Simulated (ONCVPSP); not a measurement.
# Pseudopotential generation for copper: ONCV, PBE

Aim: build the potential from the settings below, then test how well it stands in for the atom: other configurations, scattering, ghost states and the plane-wave cutoff that it needs.

Method: ONCVPSP 4.0.1.1 (patched build), PBE, scalar-relativistic.

### Step 1. Settings

The settings as typed:

- element: copper (Cu, Z = 29)
- type: optimised norm-conserving Vanderbilt (ONCV)
- frozen core: [Ne]
- valence charge: 19
- reference configuration: 3s2 3p6 3d9 4s2
- partial waves: 3s+4s: rc 1.05 bohr, ncon 4, nbas 7, qcut 11 1/bohr, 2 projectors; 3p: rc 1.00 bohr, ncon 4, nbas 7, qcut 11.3 1/bohr, 2 projectors, debl 1.7 Ha; 3d: rc 1.30 bohr, ncon 5, nbas 9, qcut 12.2 1/bohr, 2 projectors, debl 0.6 Ha; f scattering state at 0.28 Ha: rc 1.20 bohr, ncon 4, nbas 9, qcut 8.4 1/bohr, 2 projectors, debl 2.6 Ha
- local potential: polynomial inside 0.65 bohr (lpopt 3, dvloc0 0 Ha)
- core correction: not asked for

The outer shells as boxes (Hund's rule for the drawing; the calculation is spin-unpolarised):

```
[Ne] core
3s [↑↓]
3p [↑↓][↑↓][↑↓]
3d [↑↓][↑↓][↑↓][↑↓][↑ ]
4s [↑↓]
```

The nodes and maxima of the atom's own shells, from an earlier all-electron run, set the scale for the radii.

All-electron outer shells of the reference configuration (PBE, scalar-relativistic, ld1.x):

```json
{"shell": "2p", "level (eV)": "-922.70", "outermost node (bohr)": "–", "outermost maximum (bohr)": "0.16"}
{"shell": "3s", "level (eV)": "-120.00", "outermost node (bohr)": "0.29", "outermost maximum (bohr)": "0.61"}
{"shell": "3p", "level (eV)": "-77.31", "outermost node (bohr)": "0.26", "outermost maximum (bohr)": "0.62"}
{"shell": "3d", "level (eV)": "-9.52", "outermost node (bohr)": "–", "outermost maximum (bohr)": "0.60"}
{"shell": "4s", "level (eV)": "-5.81", "outermost node (bohr)": "0.88", "outermost maximum (bohr)": "2.16"}
{"shell": "4p", "level (eV)": "-1.17", "outermost node (bohr)": "0.96", "outermost maximum (bohr)": "3.14"}
```

### Step 2. Generating the potential

Input file Cu.dat:

```
# ATOM AND REFERENCE CONFIGURATION
# atsym  z   nc   nv     iexc    psfile
  Cu 29.00    3    4        4      upf
#
#   n    l    f
    1    0    2.00
    2    0    2.00
    2    1    6.00
    3    0    2.00
    3    1    6.00
    3    2    9.00
    4    0    2.00
#
# PSEUDOPOTENTIAL AND OPTIMIZATION
# lmax
    3
#
#   l,   rc,      ep,       ncon, nbas, qcut
    0    1.05    0.00    4    7   11.00
    1    1.00    0.00    4    7   11.30
    2    1.30    0.00    5    9   12.20
    3    1.20    0.28    4    9    8.40
#
# LOCAL POTENTIAL
# lloc, lpopt,  rc(5),   dvloc0
    4    3    0.65    0.00
#
# VANDERBILT-KLEINMAN-BYLANDER PROJECTORs
# l, nproj, debl
    0    2    3.20
    1    2    1.70
    2    2    0.60
    3    2    2.60
#
# MODEL CORE CHARGE
# icmod, fcfact, rcfact
    0    0.00    0.00
#
# LOG DERIVATIVE ANALYSIS
# epsh1, epsh2, depsh
   -6.00    5.00    0.04
#
# OUTPUT GRID
# rlmax, drl
    6.00    0.01
#
# TEST CONFIGURATIONS
# ncnf
    4
# nvcnf
#   n    l    f
    4
    3    0    2.00
    3    1    6.00
    3    2   10.00
    4    0    1.00
#
    4
    3    0    2.00
    3    1    6.00
    3    2   10.00
    4    0    0.00
#
    4
    3    0    2.00
    3    1    6.00
    3    2    9.00
    4    0    0.00
#
    4
    3    0    2.00
    3    1    6.00
    3    2   10.00
    4    0    0.50
#
```

Command:

```
$ oncvpsp.x < Cu.dat > Cu.out
```

What does the calculation give? Wanted: cutoffs for 1 and 0.1 mHa per electron, occupied waves; bound ghosts; GHOST(+) flags; largest test error; largest phase difference near zero energy, channels read; projector energies reset by the program.

The runs gave:

| quantity | value |
| --- | --- |
| cutoffs for 1 and 0.1 mHa per electron, occupied waves | 63 Ha and 71 Ha |
| bound ghosts | none found |
| GHOST(+) flags | none at low energy |
| largest test error (AE − PS) | +21 meV, for 3s2 3p6 3d10 4s0 |
| largest phase difference near zero energy, channels read | 0.000 rad |
| projector energies reset by the program | p: -2.841, 0.250 Ha |

What this shows: The worst unpolarised test, 3s2 3p6 3d10 4s0, is off by 21 meV on 6.2 eV; by total energies transferability rates as good. It counts as hard, with 63 Ha needed at the looser tolerance. At the looser tolerance the 3d wave is the slowest; 3s needs 47 Ha. The program's ghost test flags no bound state. Near zero energy the phases of the channels with partial waves agree within 0.001 rad. All of this concerns the isolated atom, not yet a solid.
